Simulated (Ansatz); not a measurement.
# AgAu (R-3m): the equilibrium volume

Aim: the volume at which the pressure of AgAu (R-3m) vanishes.

Program: Ansatz 0.2.0. Level of theory: DFT PBEsol, scalar-relativistic, plane waves, PAW. These are calculated values, not measurements.

## 1. Starting point

It takes space group R-3m (No. 166, trigonal). Conventional cell: a = 2.915 Å, b = 2.915 Å, c = 14.192 Å, α = 90.00°, β = 90.00°, γ = 120.00°. Ag (site symmetry -3m) has 6 Au at 2.90 Å and 6 Ag at 2.92 Å as nearest neighbours. Au (site symmetry -3m) has 6 Ag at 2.90 Å and 6 Au at 2.92 Å as nearest neighbours.

As a file:

```
CELL_PARAMETERS angstrom
1.45759 0.84154 4.73064
-1.45759 0.84154 4.73064
0.00000 -1.68308 4.73064
ATOMIC_POSITIONS crystal
Ag 0.00000 0.00000 0.00000
Au 0.50000 0.50000 0.50000
```

## 2. Full relaxation

Contents of input.yaml:

```yaml
crystal:
  lattice:
    - [1.4575878671, 0.8415387474, 4.7306410783]
    - [-1.4575878671, 0.8415387474, 4.7306410783]
    - [0.0, -1.6830774949, 4.7306410783]
  atoms:
    - { symbol: Ag, position: [0.0, 0.0, 0.0] }
    - { symbol: Au, position: [0.5, 0.5, 0.5] }
basis:
  ecutwfc: 420
  ecutrho_ratio: 4
kpoints:
  mp_grid: { grid: [14, 14, 14] }
hamiltonian:
  xc: pbesol
scf:
  occupations: { method: gaussian, width: 0.05 }
output:
  forces: true
  stress: true
  eigenvalues: true
relax:
  f_tol: 0.01
  max_steps: 60
  cell: { stress_tol: 0.04 }
```

Command:

```bash
$ ansatz run input.yaml --threads 8 --pin off --max-ram 15360MiB --backend cpu --events-out ev --progress --plain --runs-dir out
```

The program printed:

```text
Warning: RAYON_NUM_THREADS=8 ignored (pool sized by the plan → 8); use --threads N
basis.fft_grid_basis auto: the FFT boxes are laid along the combinations [[1, 0, -1], [0, 1, -1], [0, 0, 1]] of the cell's own vectors, 2.915, 2.915 and 5.021 Å long. The dense box has 20×20×36 points. Along the cell's own vectors, as sized, it would have 36×36×36, 3.24 times as many. Of the 12 symmetry operations that the crystal satisfies within crystal.symmetry.tolerance (time reversal apart; of a slab, those that keep its plane) the dense box along the cell's own vectors carries 12, and the one as laid loses 8 of those. basis.fft_grid_basis: typed keeps the cell's own vectors: state it where this run's energies or levels are differenced outside the engine with another run's, or held beside a run that keeps those vectors.
Engine: ansatz 0.2.0, x86_64-unknown-linux-gnu
Pseudopotentials: kind: paw
Pseudopotential: Ag, paw, valence charge 19, recommended cutoff 420 eV (normal), Ag.paw.azcp
Pseudopotential: Au, paw, valence charge 19, recommended cutoff 420 eV (normal), Au.paw.azcp
Functional definition: PBEsol
  exchange = pbesol_x
  correlation = pbesol_c
Crystal: 2 atoms, lattice volume = 34.816 Å³
Basis set: ecut = 420 eV, 675 PW (Γ), FFT grids on a1−a3, a2−a3, a3, exchange–correlation on 40×40×72 points (8 copies of the dense FFT grid, shifted against one another)
Bands: 23, of which v1, the nominal top of the filled ones, is band 19 counted from 1 (18 counted from 0)
Symmetry: 12 space group operations
Space group: R-3m (ITA 166), of the structure as read, at distance tolerance 3.3e-5 Å
k-points: 288 of 2744
Non-local potential: Ag, projectors of the file, l = 0: 3, l = 1: 2, l = 2: 2, l = 3: 1
Non-local potential: Au, projectors of the file, l = 0: 3, l = 1: 2, l = 2: 2, l = 3: 1
PAW form: soft (Blöchl's): semilocal exchange-correlation on the pseudo side does not see the compensation charge
PAW frozen core: Ag, regenerated for the run's functional, and the local potential with it (the file was generated under x = pbe(κ = 0.804, μ = 0.2195149727645171), c = pbe(β = 0.06672455060314922))
PAW frozen core: Au, regenerated for the run's functional, and the local potential with it (the file was generated under x = pbe(κ = 0.804, μ = 0.2195149727645171), c = pbe(β = 0.06672455060314922))
PAW one-centre angular grid: Ag, 590 points (default); XC on 64 Gauss nodes
PAW one-centre angular grid: Au, 590 points (default); XC on 64 Gauss nodes
Initial density: superposition of atomic densities (neutral atoms: chi_scale 0, normalization atom), corrected by the library's trained network
Initial wavefunctions: pseudopotential atomic-orbital guess
Functional: x = pbesol(κ = 0.804, μ = 0.12345679012345678), c = pbesol(β = 0.046)
SCF iter   1: F=—  HF=-20529.420544 eV  |F-HF|=—  |Δ(HF+E_count)|=         —  Δρ=8.64e-3  dr2=2.50e-2  ethr=1.77e-3  ⟨swp⟩=4.8  Hψ=25000  notcnv=0
preconditioner: auto → Kerker (q_TF=auto, 2.768 Å⁻¹)  [metal: Δε(μ)=0.017 eV  Ē_g=10.953 eV  σ=0.050 eV  W_gap=0.19  n_scr=16 (ndim 8)  ℏωp=29.5 eV  f_vac=0.000  D(μ)=0.62/eV (n_scr^D=2)]
SCF iter   2: F=—  HF=-20529.414818 eV  |F-HF|=—  |Δ(HF+E_count)|=   5.73e-3  Δρ=2.54e-3  dr2=2.03e-3  ethr=6.57e-5  ⟨swp⟩=2.5  Hψ=12882  notcnv=0  defer=48
SCF iter   3: F=—  HF=-20529.414280 eV  |F-HF|=—  |Δ(HF+E_count)|=   5.37e-4  Δρ=9.93e-4  dr2=2.07e-4  ethr=5.34e-6  ⟨swp⟩=2.2  Hψ=8730  notcnv=0  defer=48
SCF iter   4: F=—  HF=-20529.414246 eV  |F-HF|=—  |Δ(HF+E_count)|=   3.49e-5  Δρ=2.00e-4  dr2=7.72e-6  ethr=5.44e-7  ⟨swp⟩=2.8  Hψ=12225  notcnv=0  defer=48
SCF iter   5: F=—  HF=-20529.414245 eV  |F-HF|=—  |Δ(HF+E_count)|=   4.08e-7  Δρ=5.25e-5  dr2=6.58e-7  ethr=2.03e-8  ⟨swp⟩=3.0  Hψ=10901  notcnv=0  defer=48
SCF iter   6: F=-20529.414245 eV  HF=-20529.414245 eV  |F-HF|=3.69e-8  |Δ(HF+E_count)|=   9.72e-8  Δρ=1.38e-5  dr2=7.71e-8  ethr=2.63e-10  ⟨swp⟩=4.7  Hψ=22900  notcnv=0
SCF 1 converged in 6 iterations: F = -20529.414245 eV  dr2 = 7.71e-8
relax step   1: F+E_penalty+E_count = -20529.41424522 eV  Δ(F+E_penalty+E_count) = +0.000e0 eV  max|allowed force component| = 6.732e-29 eV/Å  Δτ_max = 0.0000 Å  P = -4.655 GPa  Ω = 34.816 Å³  (6 SCF iters, dr2 threshold 1.00e-7 eV, accepted)
Crystal: 2 atoms, lattice volume = 31.755 Å³
Basis set: ecut = 420 eV, 633 PW (Γ), FFT grids on a1−a3, a2−a3, a3, exchange–correlation on 40×40×72 points (8 copies of the dense FFT grid, shifted against one another)
Initial density: handed on by an earlier stage of this run
Initial wavefunctions: those handed on with the density
iter 1 solved again at ethr=1.80e-4 eV; its pass at ethr=3.10e-3 eV (dr2=6.83e-2 eV) is discarded
SCF iter   1: F=—  HF=-20529.398266 eV  |F-HF|=—  |Δ(HF+E_count)|=         —  Δρ=1.03e-2  dr2=6.87e-2  ethr=1.80e-4  ⟨swp⟩=1.0  Hψ=33473  notcnv=0
preconditioner: auto → Kerker (q_TF=auto, 2.811 Å⁻¹)  [metal: Δε(μ)=0.056 eV  Ē_g=11.786 eV  σ=0.050 eV  W_gap=0.46  n_scr=16 (ndim 8)  ℏωp=30.9 eV  f_vac=0.000  D(μ)=0.46/eV (n_scr^D=2)]
SCF iter   2: F=—  HF=-20529.385571 eV  |F-HF|=—  |Δ(HF+E_count)|=   1.27e-2  Δρ=5.13e-3  dr2=1.98e-2  ethr=1.80e-4  ⟨swp⟩=2.0  Hψ=7723  notcnv=0
SCF iter   3: F=—  HF=-20529.380855 eV  |F-HF|=—  |Δ(HF+E_count)|=   4.72e-3  Δρ=1.74e-3  dr2=2.66e-3  ethr=5.21e-5  ⟨swp⟩=2.1  Hψ=7801  notcnv=0
SCF iter   4: F=—  HF=-20529.380129 eV  |F-HF|=—  |Δ(HF+E_count)|=   7.26e-4  Δρ=6.31e-4  dr2=1.85e-4  ethr=6.99e-6  ⟨swp⟩=1.7  Hψ=9676  notcnv=0
SCF iter   5: F=—  HF=-20529.380068 eV  |F-HF|=—  |Δ(HF+E_count)|=   6.16e-5  Δρ=2.83e-4  dr2=3.98e-5  ethr=4.86e-7  ⟨swp⟩=2.2  Hψ=10827  notcnv=0
SCF iter   6: F=—  HF=-20529.380059 eV  |F-HF|=—  |Δ(HF+E_count)|=   9.02e-6  Δρ=6.54e-5  dr2=9.07e-7  ethr=1.05e-7  ⟨swp⟩=2.3  Hψ=9480  notcnv=0
SCF iter   7: F=-20529.380058 eV  HF=-20529.380059 eV  |F-HF|=4.46e-8  |Δ(HF+E_count)|=   3.90e-8  Δρ=1.42e-5  dr2=7.56e-8  ethr=5.26e-10  ⟨swp⟩=5.3  Hψ=26838  notcnv=0
SCF 2 converged in 7 iterations: F = -20529.380058 eV  dr2 = 7.56e-8
relax step   2: F+E_penalty+E_count = -20529.38005846 eV  Δ(F+E_penalty+E_count) = +3.419e-2 eV  max|allowed force component| = 5.049e-29 eV/Å  Δτ_max = 0.0000 Å  P = +9.769 GPa  Ω = 31.755 Å³  energy of the carried Pulay correction = +8.689e-4 eV  (7 SCF iters, dr2 threshold 2.00e-7 eV, rejected (line search))
Crystal: 2 atoms, lattice volume = 33.766 Å³
Basis set: ecut = 420 eV, 663 PW (Γ), FFT grids on a1−a3, a2−a3, a3, exchange–correlation on 40×40×72 points (8 copies of the dense FFT grid, shifted against one another)
iter 1 solved again at ethr=8.99e-5 eV; its pass at ethr=3.10e-3 eV (dr2=3.42e-2 eV) is discarded
SCF iter   1: F=—  HF=-20529.441492 eV  |F-HF|=—  |Δ(HF+E_count)|=         —  Δρ=6.88e-3  dr2=3.46e-2  ethr=8.99e-5  ⟨swp⟩=1.0  Hψ=34778  notcnv=0
preconditioner: auto → Kerker (q_TF=auto, 2.783 Å⁻¹)  [metal: Δε(μ)=0.011 eV  Ē_g=11.306 eV  σ=0.050 eV  W_gap=0.12  n_scr=16 (ndim 8)  ℏωp=30.0 eV  f_vac=0.000  D(μ)=0.62/eV (n_scr^D=2)]
SCF iter   2: F=—  HF=-20529.435245 eV  |F-HF|=—  |Δ(HF+E_count)|=   6.25e-3  Δρ=3.50e-3  dr2=1.04e-2  ethr=8.99e-5  ⟨swp⟩=1.8  Hψ=6968  notcnv=0
SCF iter   3: F=—  HF=-20529.432790 eV  |F-HF|=—  |Δ(HF+E_count)|=   2.46e-3  Δρ=1.17e-3  dr2=1.36e-3  ethr=2.73e-5  ⟨swp⟩=1.4  Hψ=6992  notcnv=0
SCF iter   4: F=—  HF=-20529.432426 eV  |F-HF|=—  |Δ(HF+E_count)|=   3.63e-4  Δρ=4.42e-4  dr2=9.73e-5  ethr=3.58e-6  ⟨swp⟩=1.7  Hψ=8740  notcnv=0
SCF iter   5: F=—  HF=-20529.432398 eV  |F-HF|=—  |Δ(HF+E_count)|=   2.80e-5  Δρ=2.11e-4  dr2=2.30e-5  ethr=2.56e-7  ⟨swp⟩=2.0  Hψ=10423  notcnv=0
SCF iter   6: F=—  HF=-20529.432385 eV  |F-HF|=—  |Δ(HF+E_count)|=   1.26e-5  Δρ=4.82e-5  dr2=5.24e-7  ethr=6.07e-8  ⟨swp⟩=2.4  Hψ=9742  notcnv=0
SCF iter   7: F=—  HF=-20529.432382 eV  |F-HF|=—  |Δ(HF+E_count)|=   3.15e-6  Δρ=1.06e-5  dr2=4.56e-8  ethr=1.38e-9  ⟨swp⟩=2.4  Hψ=10936  notcnv=0
SCF iter   8: F=—  HF=-20529.432382 eV  |F-HF|=—  |Δ(HF+E_count)|=   4.92e-9  Δρ=1.91e-6  dr2=1.04e-9  ethr=1.20e-10  ⟨swp⟩=2.1  Hψ=9570  notcnv=0
SCF iter   9: F=—  HF=-20529.432382 eV  |F-HF|=—  |Δ(HF+E_count)|=  2.91e-11  Δρ=3.53e-7  dr2=4.12e-11  ethr=2.73e-12  ⟨swp⟩=2.5  Hψ=11106  notcnv=0
SCF iter  10: F=-20529.432382 eV  HF=-20529.432382 eV  |F-HF|=3.64e-12  |Δ(HF+E_count)|=  7.28e-12  Δρ=8.55e-8  dr2=1.90e-12  ethr=1.00e-12  ⟨swp⟩=5.1  Hψ=27367  notcnv=0
SCF 3 converged in 10 iterations: F = -20529.432382 eV  dr2 = 1.90e-12
relax step   3: F+E_penalty+E_count = -20529.43238229 eV  Δ(F+E_penalty+E_count) = -1.814e-2 eV  max|allowed force component| = 1.851e-28 eV/Å  Δτ_max = 0.0000 Å  P = -0.647 GPa  Ω = 33.766 Å³  energy of the carried Pulay correction = +2.894e-4 eV  (10 SCF iters, accepted)
Crystal: 2 atoms, lattice volume = 33.619 Å³
iter 1 solved again at ethr=3.65e-7 eV; its pass at ethr=3.10e-3 eV (dr2=1.39e-4 eV) is discarded
SCF iter   1: F=—  HF=-20529.432777 eV  |F-HF|=—  |Δ(HF+E_count)|=         —  Δρ=4.90e-4  dr2=1.68e-4  ethr=3.65e-7  ⟨swp⟩=2.2  Hψ=31518  notcnv=0
preconditioner: auto → Kerker (q_TF=auto, 2.785 Å⁻¹)  [metal: Δε(μ)=0.015 eV  Ē_g=11.307 eV  σ=0.050 eV  W_gap=0.16  n_scr=16 (ndim 8)  ℏωp=30.0 eV  f_vac=0.000  D(μ)=0.65/eV (n_scr^D=2)]
SCF iter   2: F=—  HF=-20529.432745 eV  |F-HF|=—  |Δ(HF+E_count)|=   3.17e-5  Δρ=2.38e-4  dr2=4.61e-5  ethr=3.65e-7  ⟨swp⟩=1.0  Hψ=6634  notcnv=0
SCF iter   3: F=—  HF=-20529.432734 eV  |F-HF|=—  |Δ(HF+E_count)|=   1.10e-5  Δρ=8.21e-5  dr2=7.00e-6  ethr=1.21e-7  ⟨swp⟩=1.1  Hψ=6663  notcnv=0
SCF iter   4: F=—  HF=-20529.432732 eV  |F-HF|=—  |Δ(HF+E_count)|=   1.89e-6  Δρ=3.23e-5  dr2=4.73e-7  ethr=1.84e-8  ⟨swp⟩=1.4  Hψ=6936  notcnv=0
SCF iter   5: F=-20529.432732 eV  HF=-20529.432732 eV  |F-HF|=1.15e-7  |Δ(HF+E_count)|=   1.45e-7  Δρ=1.62e-5  dr2=1.29e-7  ethr=5.26e-10  ⟨swp⟩=4.8  Hψ=25202  notcnv=0
SCF 4 converged in 5 iterations: F = -20529.432732 eV  dr2 = 1.29e-7
relax step   4: F+E_penalty+E_count = -20529.43273216 eV  Δ(F+E_penalty+E_count) = -3.499e-4 eV  max|allowed force component| = 2.524e-29 eV/Å  Δτ_max = 0.0000 Å  P = -0.015 GPa  Ω = 33.619 Å³  energy of the carried Pulay correction = +3.307e-4 eV  (5 SCF iters, dr2 threshold 2.00e-7 eV, accepted)
Crystal: 2 atoms, lattice volume = 33.615 Å³
iter 1 solved again at ethr=7.30e-10 eV; its pass at ethr=3.10e-3 eV (dr2=2.77e-7 eV) is discarded
SCF iter   1: F=—  HF=-20529.432736 eV  |F-HF|=—  |Δ(HF+E_count)|=         —  Δρ=1.92e-5  dr2=1.66e-7  ethr=7.30e-10  ⟨swp⟩=2.4  Hψ=31459  notcnv=0
preconditioner: auto → Kerker (q_TF=auto, 2.785 Å⁻¹)  [metal: Δε(μ)=0.020 eV  Ē_g=11.310 eV  σ=0.050 eV  W_gap=0.22  n_scr=16 (ndim 8)  ℏωp=30.0 eV  f_vac=0.000  D(μ)=0.64/eV (n_scr^D=2)]
SCF iter   2: F=—  HF=-20529.432735 eV  |F-HF|=—  |Δ(HF+E_count)|=   1.04e-6  Δρ=8.78e-6  dr2=4.29e-8  ethr=4.37e-10  ⟨swp⟩=2.2  Hψ=10400  notcnv=0
SCF iter   3: F=—  HF=-20529.432735 eV  |F-HF|=—  |Δ(HF+E_count)|=   7.68e-9  Δρ=3.80e-6  dr2=1.24e-8  ethr=1.13e-10  ⟨swp⟩=1.0  Hψ=6630  notcnv=0
SCF iter   4: F=-20529.432735 eV  HF=-20529.432735 eV  |F-HF|=6.00e-10  |Δ(HF+E_count)|=   3.29e-9  Δρ=1.06e-6  dr2=7.78e-10  ethr=1.49e-11  ⟨swp⟩=4.0  Hψ=20507  notcnv=0
SCF 5 converged in 4 iterations: F = -20529.432735 eV  dr2 = 7.78e-10
relax step   5: F+E_penalty+E_count = -20529.43273451 eV  Δ(F+E_penalty+E_count) = -2.352e-6 eV  max|allowed force component| = 2.104e-30 eV/Å  Δτ_max = 0.0000 Å  P = +0.001 GPa  Ω = 33.615 Å³  energy of the carried Pulay correction = +3.318e-4 eV  (4 SCF iters, dr2 threshold 5.65e-9 eV, accepted)
Initial wavefunctions: pseudopotential atomic-orbital guess (no wavefunctions were taken with the density)
iter 1 solved again at ethr=2.74e-9 eV; its pass at ethr=3.10e-3 eV (dr2=1.04e-6 eV) is discarded
SCF iter   1: F=—  HF=-20529.432371 eV  |F-HF|=—  |Δ(HF+E_count)|=         —  Δρ=8.30e-5  dr2=3.92e-7  ethr=2.74e-9  ⟨swp⟩=4.3  Hψ=47692  notcnv=0
SCF iter   2: F=—  HF=-20529.432370 eV  |F-HF|=—  |Δ(HF+E_count)|=   1.06e-6  Δρ=4.19e-5  dr2=9.70e-8  ethr=1.03e-9  ⟨swp⟩=2.6  Hψ=12283  notcnv=0
SCF iter   3: F=—  HF=-20529.432370 eV  |F-HF|=—  |Δ(HF+E_count)|=   4.71e-8  Δρ=9.38e-6  dr2=5.02e-9  ethr=2.55e-10  ⟨swp⟩=3.0  Hψ=12122  notcnv=0
SCF iter   4: F=—  HF=-20529.432370 eV  |F-HF|=—  |Δ(HF+E_count)|=   2.40e-9  Δρ=8.01e-7  dr2=6.77e-11  ethr=1.32e-11  ⟨swp⟩=2.9  Hψ=12862  notcnv=0
SCF iter   5: F=—  HF=-20529.432370 eV  |F-HF|=—  |Δ(HF+E_count)|=  7.28e-11  Δρ=2.68e-7  dr2=1.44e-11  ethr=1.00e-12  ⟨swp⟩=5.1  Hψ=27630  notcnv=0
SCF iter   6: F=-20529.432370 eV  HF=-20529.432370 eV  |F-HF|=7.28e-12  |Δ(HF+E_count)|=  3.64e-12  Δρ=3.86e-8  dr2=7.88e-13  ethr=1.00e-12  ⟨swp⟩=4.9  Hψ=25310  notcnv=0
SCF 6 converged in 6 iterations: F = -20529.432370 eV  dr2 = 7.88e-13
relax step   6: F+E_penalty+E_count = -20529.43236962 eV  Δ(F+E_penalty+E_count) = +3.649e-4 eV  max|allowed force component| = 5.995e-29 eV/Å  Δτ_max = 0.0000 Å  P = +0.009 GPa  Ω = 33.615 Å³  stress off target by 1.75e-2 GPa  SCF on the basis re-selected at this cell (its energy is not comparable with the rows above)  (6 SCF iters)
basis re-selected at this cell: Δ(F+E_penalty+E_count) = +3.649e-4 eV, ΔP = +0.008 GPa vs the last step (what re-selecting the basis moved, of the pressure what is left beyond the Pulay correction that the steps carried, after the strain that the cell walked since its last selection, with what the two solves' SCF thresholds leave and, on support functions, any second-order correction that the steps lacked; it is no measure of the basis error at this ecutwfc). This SCF's stress stands 1.75e-2 GPa from its target on what of the cell is left free (relax.cell.stress_tol is 4.00e-2 GPa) and its largest allowed force component is 6.00e-29 eV/Å (relax.f_tol is 1.00e-2 eV/Å): within both
SCF converged after 6 iterations
Free energy (F): -20529.432370 eV
Harris-Foulkes:  -20529.432370 eV  (|F-HF|=7.28e-12)
Internal energy: -20529.431569 eV  (E = F + TS)
E sigma→0 (E₀):  -20529.431969 eV
Entropy (-TS):   -0.000801 eV (-0.400 meV/atom)
Fermi energy:    19.152976 eV
--- Per-component energies (eV) ---
  E_band       = -435.363678
  E_kinetic    = 1132.161153
  E_local      = -3856.883024  (includes V_loc(G=0)·N_el)
  E_nonlocal   = 159.989983
  E_hartree    = 1706.664553
  E_xc         = -410.526960
  E_vxc        = -509.328584  (∫ρ·V_xc dr)
  E_paw        = -13400.167199  (= ΣΔE_a)
  E_vpaw       = -774.634037  (= ΣTr[D̂ρ^β])
  E_aug_tail   = 0.001716  (compensation charges beyond the density's cutoff)
  E_ewald      = -5861.304010
  E_core_change = 0.632218  (= ΣΔE_core)
  E_smearing   = -0.000801  (= −TS)
  E_closure    = -0.000000  (closes the sum)
  Σ components = -20529.432370   (vs F -20529.432370, Δ=0.00e0)
--- Forces (eV/Å), atoms counted from 1 ---
  atom   1  Ag    -0.00000000     0.00000000     0.00000000
  atom   2  Au     0.00000000     0.00000000    -0.00000000
  max |Σ_I F_I| component: 1.16e-28 eV/Å
--- Stress (GPa, compression-positive) ---
        0.017468       0.000000      -0.000000
       -0.000000       0.017468       0.000000
        0.000000       0.000000      -0.008741
  P = ⅓ Tr σ = 0.0087 GPa (0.087 kbar)
--- Band table (eV; the first three rows and the last of 288) ---
  k-point 0: bands = ["-86.3561", "-72.7241", "-37.7805", "-37.6645", "-37.6645", "-36.2173", "-36.1663", "-36.1663", "9.9860", "12.3435", "14.3078", "14.3078", "14.3952", "14.3952", "14.4212", "15.6673", "15.6673", "16.8184", "16.8184", "18.4126", "22.7295", "33.4745", "34.3535"]
  k-point 1: bands = ["-86.3557", "-72.7235", "-37.7791", "-37.6730", "-37.6667", "-36.2169", "-36.1728", "-36.1680", "10.1466", "12.4522", "14.2524", "14.3263", "14.3746", "14.4681", "14.4727", "15.6013", "15.6930", "16.3333", "16.7801", "19.0205", "22.7803", "33.5454", "34.4437"]
  k-point 2: bands = ["-86.3546", "-72.7219", "-37.7755", "-37.6969", "-37.6727", "-36.2158", "-36.1909", "-36.1726", "10.6104", "12.7505", "14.0994", "14.1504", "14.5443", "14.6204", "14.6816", "15.4033", "15.6345", "15.7881", "16.6729", "20.0613", "23.0113", "32.6274", "34.5716"]
  k-point 287: bands = ["-86.3561", "-72.7241", "-37.7742", "-37.6644", "-37.6644", "-36.2248", "-36.1665", "-36.1665", "11.0817", "12.5407", "14.3987", "14.4370", "14.5222", "14.5222", "14.7606", "14.7606", "15.5081", "15.5081", "16.1910", "16.1910", "30.2006", "30.8742", "34.5018"]
--- Relaxed structure (5 steps of the walk, 4 accepted, 1 SCFs on fresh bases) ---
  F+E_penalty+E_count = -20529.43236962 eV   max|allowed force component| = 5.995e-29 eV/Å   (the final SCF, on the basis selected at the relaxed cell)
  cell:  # Å, volume = 33.6150 Å³
    - [1.4411108057959348, 0.8320257116418994, 4.672488873190862]
    - [-1.4411108057959348, 0.8320257116418994, 4.672488873190862]
    - [5.188044106473476e-34, -1.6640514233331847, 4.672488873182068]
  atoms:
    - { symbol: Ag, position: [1.1919694913124361e-36, 1.1919694913124361e-36, -2.383938982629355e-36] }
    - { symbol: Au, position: [0.5, 0.5, 0.5] }
```

Run time: 20 s. Hardware: 8 threads of Intel Xeon at 2.50GHz (Skylake/Cascade Lake), shared host; peak memory 0.59 GiB.

Step by step:

| step | energy from step 1 (meV/atom) | largest force component (eV/Å) | pressure (GPa) | volume (Å³/atom) |
| --- | --- | --- | --- | --- |
| 1 | 0.0 | 0.000 | -4.65 | 17.408 |
| 2 | 17.1 | 0.000 | 9.77 | 15.878 |
| 3 | -9.1 | 0.000 | -0.65 | 16.883 |
| 4 | -9.2 | 0.000 | -0.01 | 16.809 |
| 5 | -9.2 | 0.000 | 0.00 | 16.808 |
| 6 | -9.1 | 0.000 | 0.01 | 16.808 |

Step 1 is the start. Step 2 was tried and not accepted. Step 6 repeats the geometry before it on a plane-wave basis chosen anew for the final cell, which shifts the energy by +0.2 meV/atom.

In short: volume 16.808 Å³/atom, pressure 0.01 GPa, metallic.

## 3. The cell, before and after

The cell before and after:

| cell as typed | before | after | change |
| --- | --- | --- | --- |
| a (Å) | 5.021 | 4.960 | -1.2 % |
| b (Å) | 5.021 | 4.960 | -1.2 % |
| c (Å) | 5.021 | 4.960 | -1.2 % |
| α (°) | 33.75 | 33.78 | +0.03° |
| β (°) | 33.75 | 33.78 | +0.03° |
| γ (°) | 33.75 | 33.78 | +0.03° |
| volume (Å³/atom) | 17.408 | 16.808 | -3.4 % |
| shortest distance (Å) | 2.903 | 2.868 | -1.2 % |
| space group | R-3m | R-3m | same |

## 4. Summary of results

| quantity | value |
| --- | --- |
| volume | 16.808 Å³/atom |
| pressure | 0.01 GPa |
| conventional cell | a = 2.882 Å, b = 2.882 Å, c = 14.017 Å, α = 90.00°, β = 90.00°, γ = 120.00° |
| gap on the mesh | none (metal) |

From the first run shown, the volume went from 17.41 to 16.81 Å³/atom (-3.4 %) in one relaxation, where the pressure is zero within 0.01 GPa. Spin–orbit coupling is left out, though the cell holds Au; in elements this heavy it can shift levels and gaps by tenths of an eV.
